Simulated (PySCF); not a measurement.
# CrH2O2 (Cr(OH)2): the cost of one run

Programs: PySCF 2.14.0, with routines of our own; each step states its level. All values are computed. Atoms count from 0.

## 1. The starting structure

5 atoms, charge 0, states of the metal's open shell are computed; geometry from: model start, shaken.

## 2. Optimising the geometry at PBE0-D3(BJ)/def2-TZVP

What the job is given:

```
{"job": {"xc": "PBE0", "basis": "def2-TZVP", "d3": "d3bj", "grid": 1, "maxiter": 45, "kind": "geom"}, "charge": 0, "metal": "Cr", "open_shell": "d4"}
Cr     0.000020     0.004480    -0.004110
O     -0.013360    -0.006820     1.875130
H      0.800900     0.020100     2.422620
O     -0.009310     0.007350    -1.884650
H     -0.798420    -0.013960    -2.430440
```

Launch:

```bash
OMP_NUM_THREADS=1 python lf_run.py task.json out
```

The driver reads the jobs from task.json and runs them one after another.

Q: Estimate the wall time and peak memory of this first job on 1 thread of AMD EPYC 9R14, shared host.

About 43 s, with a peak of 0.43 GiB.
